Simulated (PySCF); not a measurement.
# W²⁺: dipole response in aug-cc-pwCVTZ-PP with ECP60

Aim: the static polarisability and the C₆ coefficient of W²⁺, method by method.

The numbers are computed with PySCF 2.14.0 (unrestricted determinants in a Gaussian basis, no spin-orbit coupling in the energies), except any that are marked as measured or tabulated.

### 1 Starting point

- Element: tungsten (Z = 74)
- Basis: aug-cc-pwCVTZ-PP with ECP60MDF (8s8p7d4f3g, 122 functions)
- Hamiltonian: scalar relativity through the core potential
- State 1: W²⁺: [Xe] 4f14 5d4, high-spin 5D determinant
- Methods: wB97M-V

Outer shells as boxes (Hund's rule):

W2+ [Xe] 4f14 5d4
```
[Xe] core
4f [↑↓][↑↓][↑↓][↑↓][↑↓][↑↓][↑↓]
5d [↑ ][↑ ][↑ ][↑ ][  ]
```

One driver process ran all states and methods and kept the integrals in memory. Each run is shown as a PySCF script that sums up its settings (the driver passes frozen orbitals as a list and adds second-order terms of double hybrids); the logs are those of the runs themselves. The driver starts from symmetry-adapted Hartree-Fock orbitals, holds the occupation by maximum overlap and uses a logarithmic radial grid for functionals, so a plain start would take other cycles.

The integrals over 122 functions and the set-up took 1.9 s of CPU time.

### 2 W²⁺: wB97M-V

Level: wB97M-V.

File input.py:

```python
from pyscf import gto, scf, dft, mp, cc
import basis_set_exchange as bse
txt = bse.get_basis("aug-cc-pwCVTZ-PP", elements=["W"], fmt="nwchem", header=False)
cut = txt.index("\nECP")
mol = gto.M(atom="W 0 0 0", charge=2, spin=4, symmetry="D2h",
            basis=gto.basis.parse(txt[:cut]),
            ecp={"W": gto.basis.parse_ecp(txt[cut:])})
mf = dft.UKS(mol, xc="WB97M_V")
mf.irrep_nelec = {'Ag': (2, 1), 'B1g': (1, 0), 'B2g': (1, 0), 'B3g': (1, 0), 'B1u': (1, 1), 'B2u': (1, 1), 'B3u': (1, 1)}
mf.kernel()
```

Log:

```text
damping factor = 0
level_shift factor = 0
DIIS = <class 'pyscf.scf.diis.CDIIS'>
diis_start_cycle = 1
diis_space = 10
diis_damp = 0
SCF conv_tol = 1e-09
SCF conv_tol_grad = None
number electrons alpha = 8  beta = 4
XC functionals = WB97M_V
    N. Mardirossian and M. Head-Gordon.,  J. Chem. Phys. 144, 214110 (2016)
NLC functional = WB97M_V
cycle= 1 E= -66.3386294508532  delta_E= -0.0049  |g|= 0.0157  |ddm|= 0.146
cycle= 2 E= -66.3387390488085  delta_E= -0.00011  |g|= 0.00399  |ddm|= 0.0145
cycle= 3 E= -66.3387508122419  delta_E= -1.18e-05  |g|= 0.00132  |ddm|= 0.0055
cycle= 4 E= -66.3387572114911  delta_E= -6.4e-06  |g|= 0.000936  |ddm|= 0.00374
cycle= 5 E= -66.3387634569489  delta_E= -6.25e-06  |g|= 0.000765  |ddm|= 0.00428
cycle= 6 E= -66.3387763828449  delta_E= -1.29e-05  |g|= 0.000142  |ddm|= 0.0172
cycle= 7 E= -66.3387766422312  delta_E= -2.59e-07  |g|= 1.15e-05  |ddm|= 0.0027
cycle= 8 E= -66.3387766424426  delta_E= -2.11e-10  |g|= 9.81e-07  |ddm|= 4.47e-05
converged SCF energy = -66.3387766424426  <S^2> = 6.000942  2S+1 = 5.0003768
```

It used 3.9 min of CPU time after the integrals (shared host).

The occupied shells:

```csv
shell,electrons,mean orbital energy (eV),spread (eV),rms radius (bohr)
5s α,1,-101.33,0,1.15
5s β,1,-99.292,0,1.15
5p α,3,-65.414,0.269,1.34
5p β,3,-62.288,1.034,1.34
5d α,4,-24.641,0.737,2.02
```

⟨S²⟩ = 6.001, ⟨L²⟩ = 6.02.

The driver then solved the coupled dipole response at imaginary frequencies: mean α = 13.57 bohr³ (xx, yy, zz: 13.02, 13.02, 14.68), C₆ = 80.01 au for a like pair.

Energies and moments cover only the electrons outside the core potential. Spin-orbit coupling, absent here, splits the open shell strongly.

Radial density 4πr²ρ of W²⁺ at wB97M-V, the electrons outside the core potential:

```csv
r (bohr),density,spin density
0.241,0.000239,0.000
0.405,0.0521,0.002
0.680,3.59,0.180
1.14,10.8,2.034
1.93,3.59,2.085
3.24,0.388,0.369
5.45,0.00771,0.008
```

### 3 The response side by side

W²⁺, in atomic units:

```csv
method,mean α,C₆ (like pair),S(−4)
wB97M-V,13.57,80.01,84.99
```

α(iu) at wB97M-V:

```csv
u (hartree),α(iu) (bohr³)
0,13.57
0.0500,13.37
0.100,12.81
0.200,11.19
0.300,9.590
0.500,7.216
0.750,5.350
1.00,4.141
1.50,2.693
2.00,1.880
3.00,1.047
5.00,0.4470
```

### 4 Summary of results

| quantity | value |
| --- | --- |
| α of W²⁺ | 13.57 (wB97M-V) bohr³ |

In words: A single London oscillator with the computed α and C₆ of W²⁺ at wB97M-V would have ω = 4 C₆ / (3 α²) = 0.579 hartree. All values hold for this basis alone; no basis-set limit was taken.
